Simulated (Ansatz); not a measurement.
This was printed by a script on Ansatz 0.2.0 through its Python package, for a single point in a Gaussian basis of AlGeH₅Si, SMILES [AlH]1[SiH2][GeH2]1. What did the script look like? Settings: B3LYP, def2-SVP basis, multiplicity 1.

```xyz
8

Al   -1.1996   -0.1329   -0.9346
Si    0.3143    1.1744    0.2885
Ge    0.5513   -1.0844    0.3889
H    -2.4408   -0.2020   -1.9145
H     1.3152    1.8725   -0.5521
H    -0.2306    1.8162    1.5018
H     1.7040   -1.7158   -0.4923
H     0.0783   -1.7851    1.6585
```

```console
$ python run_energy.py
crystal:
  periodic: [false, false, false]
  atoms:
    - { symbol: Al, position_ang: [-1.1996, -0.1329, -0.9346] }
    - { symbol: Si, position_ang: [0.3143, 1.1744, 0.2885] }
    - { symbol: Ge, position_ang: [0.5513, -1.0844, 0.3889] }
    - { symbol: H, position_ang: [-2.4408, -0.202, -1.9145] }
    - { symbol: H, position_ang: [1.3152, 1.8725, -0.5521] }
    - { symbol: H, position_ang: [-0.2306, 1.8162, 1.5018] }
    - { symbol: H, position_ang: [1.704, -1.7158, -0.4923] }
    - { symbol: H, position_ang: [0.0783, -1.7851, 1.6585] }
basis:
  gaussian:
    orbitals: def2-SVP
hamiltonian:
  xc: b3lyp

converged              True
free_energy_ev         -71063.03075620379
reference_energy_ev    -71063.03075620379
n_frozen               0
n_occupied             [32, 32]
n_virtual              [61, 61]
mean field: -2611.5182120 Ha, <S^2> = 0.0000, stability: minimum
```

One script that gives this output:

`run_energy.py`:
```python
import ansatz as az


def main() -> None:
    molecule = (
        az.Crystal.molecule()
        .atom("Al", (-1.1996, -0.1329, -0.9346))
        .atom("Si", (0.3143, 1.1744, 0.2885))
        .atom("Ge", (0.5513, -1.0844, 0.3889))
        .atom("H", (-2.4408, -0.202, -1.9145))
        .atom("H", (1.3152, 1.8725, -0.5521))
        .atom("H", (-0.2306, 1.8162, 1.5018))
        .atom("H", (1.704, -1.7158, -0.4923))
        .atom("H", (0.0783, -1.7851, 1.6585))
    )

    model = (
        molecule.calculation()
        .basis(gaussian="def2-SVP")
        .functional("B3LYP")
    )
    print(model.to_yaml())
    res = model.run()
    summary = res.report

    for key in ("converged", "free_energy_ev", "reference_energy_ev", "n_frozen", "n_occupied", "n_virtual"):
        print(f"{key:22s} {summary[key]}")

    state = summary["mean_field"]["state"]
    print(f"mean field: {state['energy']['hartree']:.7f} Ha, <S^2> = {abs(state['spin_squared']):.4f}, stability: {state.get('stability', {}).get('kind')}")


if __name__ == "__main__":
    main()
```

Notes:
- The settings weren't tested for convergence.
- The geometry is a force-field or estimated start, not a minimum of this method, and the basis set is short of its limit.
- b3lyp holds the VWN-RPA fit, as in Gaussian; the form of ORCA and Turbomole is b3lyp5.
- Finished in 3.4 s on 1 thread of Arm Neoverse V2 (shared host), peak memory 0.24 GiB.

(Lines on the test bed's own set-up are left out of the output.)
